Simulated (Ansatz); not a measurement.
**Co (P6_3/mmc): equation of state with a fit from a Python script**

Where is the equilibrium volume of Co (P6_3/mmc), and how stiff is it? Aim: an equation of state with a fit, for Co (P6_3/mmc), run from a script.

Computed with Ansatz 0.2.0, driven from Python. Level of theory: DFT PBE, plane waves, PAW.

**1. The structure**

The structure is hexagonal, space group P6_3/mmc (No. 194). The conventional cell has a = 2.507 Å, b = 2.507 Å, c = 4.070 Å, α = 90.00°, β = 90.00°, γ = 120.00°. Co (site symmetry -6m2) is surrounded by 12 Co at 2.50 to 2.51 Å.

The script holds or builds the structure itself.

**2. The script**

co_eos.py

```python
"""Bulk modulus of Co from an E(V) curve."""

import ansatz as az
import numpy as np
from pymatgen.analysis.eos import EOS

SETTINGS = {
    "xc": "pbe",
    "occupations": "Fermi-Dirac",
    "scf_tol": 1e-09,
    "kmesh": (15, 15, 8),
}

vectors0 = np.array([
    [2.5074, 0.0, 0.0],
    [-1.2537, 2.171472, 0.0],
    [0.0, 0.0, 4.0699],
])
sites = [
    ("Co", (1 / 3, 2 / 3, 0.25), 1.8),
    ("Co", (2 / 3, 1 / 3, 0.75), 1.8),
]


def build(cell):
    crystal = az.Crystal(lattice=az.Lattice.of(cell))
    for symbol, position, moment in sites:
        crystal = crystal.atom(symbol, position, moment=moment or None)
    return crystal

# scale the volume, keep shape and fractions
volumes, energies = [], []
for scale in np.linspace(0.95, 1.07, 5):
    cell = vectors0 * scale ** (1 / 3)
    calc = build(cell).calculation()
    calc = calc.functional(SETTINGS["xc"])
    calc = calc.basis(19 * az.Ha).occupations(SETTINGS["occupations"])
    calc = calc.spin("collinear")
    calc = calc.scf(tolerance=SETTINGS["scf_tol"])
    calc = calc.kpoints(*SETTINGS["kmesh"])
    report = calc.run(threads=1).report
    volumes.append(abs(np.linalg.det(cell)) / len(sites))
    energies.append(report["free_energy_ev"] / len(sites))
    print(f"V = {volumes[-1]:8.4f} A^3/atom  F = {energies[-1]:.5f} eV/atom")

for form in ["pourier_tarantola", "murnaghan"]:
    fit = EOS(eos_name=form).fit(volumes, energies)
    print(f"{form:18s} V0 {fit.v0:8.4f} A^3/atom  B0 {fit.b0_GPa:7.1f} GPa  B1 {fit.b1:5.2f}")
```

**3. What the engine is handed**

The engine receives this input (first run):

```yaml
crystal:
  lattice:
    - [2.464893483265334, 0.0, 0.0]
    - [-1.232446741632667, 2.1346602783333894, 0.0]
    - [0.0, 0.0, 4.0009053152833935]
  atoms:
    - { symbol: Co, position: [0.3333333333333333, 0.6666666666666666, 0.25], spin: 1.8 }
    - { symbol: Co, position: [0.6666666666666666, 0.3333333333333333, 0.75], spin: 1.8 }
basis:
  ecutwfc: 517.016338673772
kpoints:
  mp_grid:
    grid: [15, 15, 8]
hamiltonian:
  xc: pbe
magnetization:
  spin_polarized: true
scf:
  convergence:
    dr2_threshold: 1.0e-09
  occupations:
    method: fermi_dirac
```

**4. Launch**

The run is started by

```bash
python co_eos.py
```

The program printed:

```text
V =  10.5258 A^3/atom  F = -5126.16252 eV/atom
V =  10.8582 A^3/atom  F = -5126.17051 eV/atom
V =  11.1906 A^3/atom  F = -5126.16474 eV/atom
V =  11.5230 A^3/atom  F = -5126.14735 eV/atom
V =  11.8554 A^3/atom  F = -5126.12020 eV/atom
pourier_tarantola  V0  10.8758 A^3/atom  B0   214.6 GPa  B1  4.47
murnaghan          V0  10.8751 A^3/atom  B0   214.7 GPa  B1  4.75
```

Run time: 75 s. Hardware: 1 thread of Arm Neoverse V1, shared host; peak memory 0.58 GiB.

**5. Inputs of later runs**

The engine's inputs for some of the other runs:

Run 2, against run 1:

```diff
@@ -3,3 +3,3 @@
-    - [2.464893483265334, 0.0, 0.0]
-    - [-1.232446741632667, 2.1346602783333894, 0.0]
-    - [0.0, 0.0, 4.0009053152833935]
+    - [2.4905713050221783, 0.0, 0.0]
+    - [-1.2452856525110891, 2.1568979232907073, 0.0]
+    - [0.0, 0.0, 4.042584411864786]
```

Run 4, against run 1:

```diff
@@ -3,3 +3,3 @@
-    - [2.464893483265334, 0.0, 0.0]
-    - [-1.232446741632667, 2.1346602783333894, 0.0]
-    - [0.0, 0.0, 4.0009053152833935]
+    - [2.5403958891387126, 0.0, 0.0]
+    - [-1.2701979445693563, 2.200047276932208, 0.0]
+    - [0.0, 0.0, 4.1234574576077385]
```

Run 5, against run 1:

```diff
@@ -3,3 +3,3 @@
-    - [2.464893483265334, 0.0, 0.0]
-    - [-1.232446741632667, 2.1346602783333894, 0.0]
-    - [0.0, 0.0, 4.0009053152833935]
+    - [2.5645915919252746, 0.0, 0.0]
+    - [-1.2822957959626373, 2.2210013692674324, 0.0]
+    - [0.0, 0.0, 4.162730844690386]
```

**6. What each run gave**

From the records of these 5 runs:

```csv
run,volume (Å³/atom),energy from run 2 (meV/atom),moment (μB/cell),SCF cycles,CPU time (s)
1,10.526,7.98,3.20,11,13
2,10.858,0.00,3.24,11,13
3,11.191,5.77,3.28,11,15
4,11.523,23.16,3.31,10,15
5,11.855,50.31,3.33,11,16
```

Energies are free energies F = E - TS of the smeared occupations. 

**7. Summary of results**

```
                      quantity           value
                 runs compared               5
               range of energy  50.31 meV/atom
lowest point, volume (Å³/atom)          10.858
      equilibrium volume (fit)   10.88 Å³/atom
            bulk modulus (fit)         215 GPa
```

A third-order Birch-Murnaghan fit through the 5 points has its minimum at 10.88 Å³ an atom, 1.8 % below the typed cell, with a bulk modulus of 215 GPa and dB/dP = 4.6. From that minimum the energy rises by 8.0 meV an atom on the compressed side and 50.3 meV on the expanded side. What to keep in mind:
- Other magnetic orders than the one started from may lie lower.
- Shape and fractional positions are held along the curve, so the bulk modulus is an upper value where they are free to relax.
